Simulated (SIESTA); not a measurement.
Runs of SIESTA 5.4.2 on Ti. The cell holds a slab with vacuum, 6 atoms: a = 2.950 Å, b = 2.950 Å, c = 26.715 Å, α = 90.00°, β = 90.00°, γ = 120.00°. The slab is cut from a database's or a generator's crystal, which needn't be the stable form of the element.

| potentials or basis | gap on the mesh (eV) | largest force (eV/Å) | work function (eV) |
| --- | --- | --- | --- |
| SG15 1.2 (PBE files) or PseudoDojo by element, DZP (energy shift 0.003 Ry; two zetas on semicore shells) | none | 0.62 | 4.01 |
| PseudoDojo 0.5 standard (PBE files), DZP (energy shift 0.003 Ry; two zetas on semicore shells) | none | 0.60 | 4.23 |
| PseudoDojo 0.4 stringent (PBE files), DZP (energy shift 0.003 Ry; two zetas on semicore shells) | none | 0.60 | 4.23 |
| Ansatz (PBE files), DZP (energy shift 0.003 Ry; two zetas on semicore shells) | none | (b) | 4.23 |
| PseudoDojo 0.4 standard (PBE files), DZP (energy shift 0.003 Ry; two zetas on semicore shells) | none | 0.60 | 4.23 |
| SPMS 1.0 (PBE files) or PseudoDojo by element, DZP (energy shift 0.003 Ry; two zetas on semicore shells) | none | 0.65 | (a) |

Alike in all rows: task single point; level PBE; no spin polarisation; cell as given; k mesh 10 × 10 × 1; smearing fermi-dirac 0.05 eV; grid cutoff 800 Ry; energy shift 0.003 Ry.

**Question.** Estimate the missing entries.

**Answer.** (a) 4.36; (b) 0.61.

Caveats: the basis of atomic orbitals isn't converged, which shifts pressures, moduli and gaps.

A gap of «none» marks a metal or a gap under the smearing width.
